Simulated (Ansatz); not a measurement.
# CH5AlSe: the cost of one run

All numbers are computed with Ansatz 0.2.0 through its Python package. Level of theory: PBE0/def2-SVP.

### Step 1. The system

Bond lengths: C1–Se2 1.903 Å, Se2–Al3 2.403 Å, C1–H4 1.161 Å, C1–H5 1.129 Å, C1–H6 1.078 Å, Al3–H7 1.631 Å, Al3–H8 1.542 Å. Angles: C1–Se2–Al3 90.6°, Se2–C1–H4 107.2°, Se2–C1–H5 112.2°, Se2–C1–H6 114.5°, H4–C1–H5 107.9°, H4–C1–H6 104.6°, H5–C1–H6 109.9°, Se2–Al3–H7 118.9°, Se2–Al3–H8 120.9°, H7–Al3–H8 120.1°.

ch5alse.xyz, read by the script:

```xyz
8

C    -0.48380    1.12360   -0.55650
Se    0.57750    0.97440    1.01580
Al    0.65910   -1.41400    0.76220
H    -0.68870    2.25320   -0.72660
H    -1.47970    0.60290   -0.45090
H     0.00640    0.79770   -1.45940
H     1.87910   -2.07390   -0.09590
H    -0.37780   -2.32090    1.45570
```

### Step 2. Script

states_ch5alse.py reads:

```python
"""Restricted and unrestricted solutions of CH5AlSe, stretched and not."""

import ansatz as az
import numpy as np

BASIS_SET = "def2-SVP"
XC = "pbe0"

geometry = az.Crystal.molecule_from_extxyz("ch5alse.xyz")
symbols = [site.symbol for site in geometry.cartesian_sites]

start = np.array([site.position_ang for site in geometry.cartesian_sites])
for factor in [1.0, 1.5]:
    xyz = (start - start.mean(axis=0)) * factor
    scaled = az.Crystal.molecule()
    for symbol, place in zip(symbols, xyz):
        scaled = scaled.atom(symbol, place.tolist())
    job = (
        scaled.calculation()
        .basis(gaussian=BASIS_SET)
        .functional(XC)
        .spin("collinear")
    )
    for search in ("off", "standard"):
        try:
            report = job.scf(lower_state_search=search).run().report
        except az.AnsatzError as error:
            print(f"x{factor} search {search}: {type(error).__name__}")
            continue
        state = report["mean_field"]["state"]
        print(f"all distances x{factor}, search {search:8s} E = {report['free_energy_ev']:.5f} eV  <S^2> = {abs(state['spin_squared']):.3f}  other states met: {len(report['mean_field']['others'])}")
```

### Step 3. The calls as engine input

The engine receives this input (first run):

```yaml
crystal:
  periodic: [false, false, false]
  atoms:
    - { symbol: C, position_ang: [-0.4953125, 1.130725, -0.54955] }
    - { symbol: Se, position_ang: [0.5659875, 0.9815250000000001, 1.02275] }
    - { symbol: Al, position_ang: [0.6475875, -1.4068749999999999, 0.76915] }
    - { symbol: H, position_ang: [-0.7002125, 2.260325, -0.71965] }
    - { symbol: H, position_ang: [-1.4912125, 0.610025, -0.44395] }
    - { symbol: H, position_ang: [-0.005112499999999995, 0.804825, -1.45245] }
    - { symbol: H, position_ang: [1.8675875, -2.066775, -0.08894999999999999] }
    - { symbol: H, position_ang: [-0.3893125, -2.3137749999999997, 1.46265] }
basis:
  gaussian:
    orbitals: def2-SVP
hamiltonian:
  xc: pbe0
magnetization:
  spin_polarized: true
scf:
  lower_state_search: "off"
```

### Step 4. Running it

Launch:

```
> python states_ch5alse.py
```

What time and memory should one allow on 1 thread of Arm Neoverse V2, shared host?

About 43 s, with a peak of 0.38 GiB.
